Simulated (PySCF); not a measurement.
# A diatomic session: CaF−

One table from this session's results is given with a row withheld; the runs are named, their logs left out.

Computed with PySCF 2.14.0. Level: Ca aug-cc-pVDZ-X2C, F aug-cc-pVDZ-DK, spin-free X2C with a Gaussian nucleus.

3 further runs of the same task are left out: 3 set aside as unsound or not needed.

Set-up of the first run:

The job is set up so:

```
atoms                         : Ca, F
charge                        : -1
basis                         : Ca aug-cc-pVDZ-X2C, F aug-cc-pVDZ-DK
Hamiltonian                   : spin-free X2C with a Gaussian nucleus
basis functions               : 59
electrons treated             : 30
masses in u                   : 39.9626, 18.9984
levels                        : PBE0, PBE, r²SCAN, revPBE, M06-L, TPSS, CAM-B3LYP, HF, MP2, SCS-MP2, CCSD, CCSD(T)
grid                          : 80 radial by 434 angular points
occupations                   : held fixed by the projection of orbital angular momentum
dissociation limit            : Ca + F−, each in its ground configuration
starting distance in angstrom : 2.305
values of 2S to try           : 0, 2
```

Launch:

```bash
$ OMP_NUM_THREADS=1 python dia.py task.json out
```

Steps of the session up to this table: The job; First curve: PBE0; PBE (GGA); r²SCAN; revPBE; M06-L (meta-GGA); TPSS (meta-GGA); CAM-B3LYP; RHF (mean field); Adding correlation.

One table of the session follows, with a row left open; its other results are not shown here.

It belongs to the step «The curves together». Energy (eV) from each level's lowest point:

```
R (Å)    RHF  RHF-MP2  RHF-SCS-MP2  RHF-CCSD  RHF-CCSD(T)
1.736  1.067    1.001        1.027       n/a          n/a
1.816  0.504    0.464        0.481     0.470        0.466
1.897  0.182    0.161        0.170     0.163        0.161
1.958  0.055    0.046        0.050     0.045        0.045
2.018  0.000    0.000        0.000     0.000        0.000
2.079  0.000    0.007        0.003     0.008        0.008
2.159      ?        ?            ?         ?            ?
2.260  0.197    0.216        0.205     0.226        0.225
2.381  0.411    0.433        0.419     0.451        0.449
2.543  0.727    0.748        0.731       n/a          n/a
```

Estimate the missing values for R (Å) = 2.159.

Worked estimate for «RHF». A straight line through the neighbours (2.079, 0.000) and (2.260, 0.197) gives 0.000 + (0.197 − 0.000) × (2.159 − 2.079) / (2.260 − 2.079) = 0.087; a parabola fitted to 4 rows on both sides gives 0.067.

The run gave: RHF: 0.060; RHF-MP2: 0.073; RHF-SCS-MP2: 0.066; RHF-CCSD: 0.078; RHF-CCSD(T): 0.078. In «RHF» the line misses by +0.027 and the parabola by +0.007.
